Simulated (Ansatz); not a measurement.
# RuSe (zincblende): a single-point run

The task is a single-point run on RuSe (zincblende).

Method: DFT r2SCAN, scalar-relativistic, plane waves, PAW, in Ansatz 0.2.0.

1 further run of the same task is left out (set aside as unsound or not needed). Runs told in other sessions of the task aren't counted.

**1. The structure to begin with**

It takes space group F-43m (No. 216, cubic). The conventional cell has a = 5.465 Å, b = 5.465 Å, c = 5.465 Å, α = 90.00°, β = 90.00°, γ = 90.00°. Ru (site symmetry -43m) has 4 Se at 2.37 Å in its first shell of neighbours. Se (site symmetry -43m) has 4 Ru at 2.37 Å in its first shell of neighbours.

Structure file:

```xyz
2
Lattice="0.0000 2.7324 2.7324 2.7324 0.0000 2.7324 2.7324 2.7324 0.0000" Properties=species:S:1:pos:R:3 pbc="T T T"
Ru    0.0000    0.0000    0.0000
Se    1.3662    1.3662    1.3662
```

**2. The calculation**

input.yaml reads:

```yaml
crystal:
  lattice:
    - [0.0, 2.7324236492, 2.7324236492]
    - [2.7324236492, 0.0, 2.7324236492]
    - [2.7324236492, 2.7324236492, 0.0]
  atoms:
    - { symbol: Xx, position: [0.0, 0.0, 0.0] }
    - { symbol: Se, position: [0.25, 0.25, 0.25] }
basis:
  ecutwfc: 500
  ecutrho_ratio: 4
kpoints:
  mp_grid: { grid: [10, 10, 10] }
hamiltonian:
  xc: r2scan
scf:
  occupations: { method: gaussian, width: 0.05 }
  max_iter: 60
output:
  forces: true
  stress: true
```

Command:

```sh
> ansatz run input.yaml --threads 2 --pin off --max-ram 2662MiB --backend cpu --events-out ev --progress --plain --runs-dir out
```

**Question.** How will this run end, and is anything wrong with its input?

The run ended at the input check. Its message: «line 7 column 17: `Xx` is not an element symbol (H … Og, case-exact)»

One of the atoms is labelled with something that isn't a chemical symbol in the accepted spelling.

The cure: mend the symbol.
